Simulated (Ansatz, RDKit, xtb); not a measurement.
**C3H6BBrO2: ranking a sample of isomers**

Which of a sample of isomers of C3H6BBrO2 is the most stable in the gas at 298.15 K, and what are its properties? The sample is small against all isomers, and the most stable one of this formula need not be in it.

Plan: many cheap relaxations first (GFN2-xTB), then density-functional screening, relaxation at B3LYP/def2-SVP, vibrations (at GFN2-xTB) and a final energy. The numbers are computed, not measured.

## (1) Drawing up candidates

Isomers were taken from a list of plausible structures; this is a sample, not all of them. That gives 6 candidates.

| label | SMILES | spin |
| --- | --- | --- |
| c007 | BrB1OCCCO1 | singlet |
| c265 | C=C(Br)CB(O)O | singlet |
| c346 | BrC1COBOC1 | singlet |
| c478 | C/C=C(/Br)B(O)O | singlet |
| c633 | C=C(Br)OBOC | singlet |
| c716 | C/C(=C\Br)B(O)O | singlet |

Candidates are built by distance geometry, with a force field where one applies, in up to four conformers (letters a to d).

Q: Predict the outcome of this search (final energies at CCSD(T)/def2-SVP + MP2/def2-TZVPP - MP2/def2-SVP).

| quantity | value |
| --- | --- |
| lowest structure found | BrB1OCCCO1, singlet |
| next finalist | C/C=C(/Br)B(O)O, singlet, 8.1 kcal/mol higher in G |
| share at equilibrium, among the finalists | 100.0 % |

The lowest structure found is `BrB1OCCCO1`. Among the finalists first place is clear (8.1 kcal/mol); structures outside the list aren't covered. GFN2-xTB, HF/STO-3G, r2SCAN-D4/def2-SVP, B3LYP/def2-SVP, HF/def2-SVP and MP2/def2-SVP already put its bonding pattern lowest among the structures in one piece. Lowest found is not proven lowest: the search is finite, and each finalist counts with one conformer. Only 6 drawn patterns were tried, so whole families of isomers are missing, and the result ranks this sample alone. The lowest isomer need not be the one that is made and kept in a bottle, which depends on barriers.
